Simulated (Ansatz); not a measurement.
**WO (quintet): the correlation ladder, def2-TZVPP**

An exercise on one series of results from a longer session: the logs are not shown, and one member is left open.

The runs use Ansatz 0.2.0, Gaussian basis; def2-TZVPP, core rule «outside noble gas», up to 5 orbitals frozen.

To be run: UHF; ROHF; CCSD(T) on UHF.

### What is computed

The geometry is a PBE0/def2-TZVP stationary point (not a proven minimum). No spin-orbit coupling is included. Elements past krypton take def2 core potentials.

2 atoms, charge 0, spin multiplicity 5.

Atoms are counted from 1 here; the program's logs count them from 0.

Bond lengths: W1–O2 1.703 Å.

Set-up of the first run:

The input, in.yaml:

```yaml
crystal:
  periodic: [false, false, false]
  atoms:
    - {symbol: W, position_ang: [0.000000, 0.000000, 0.000000]}
    - {symbol: O, position_ang: [0.000000, 0.000000, 1.703200]}
basis:
  gaussian: {orbitals: def2-TZVPP}
magnetization: {spin_polarized: true, initial_magnetization: 4}
hamiltonian: {xc: hf}
output: {orbitals: {seedname: orbitals}}
```

Started as:

```console
$ ansatz run in.yaml --threads 1 --pin off --events-out ev --progress --plain --max-ram 4096MiB --backend cpu
```

Steps of the session up to this table: UHF; ROHF; CCSD(T) on UHF.

One of the session's tables, all rows but one given; the rest of the session is left out.

```
  method  from UCCSD(T) (kJ/mol)
    ROHF                 +1039.9
     UHF                 +1009.5
    UMP2                   +44.1
   UCCSD                       ?
UCCSD(T)                       0
```

Estimate the missing values for UCCSD.

As computed: from UCCSD(T) (kJ/mol): +57.3. In the column «from UCCSD(T) (kJ/mol)» it lies between UMP2 (+44.1) and UHF (+1009.5).

With the free atoms at the same levels and basis (separate runs), the atomisation energy is 6.379 eV at UCCSD(T), 3.473 eV at ROHF.
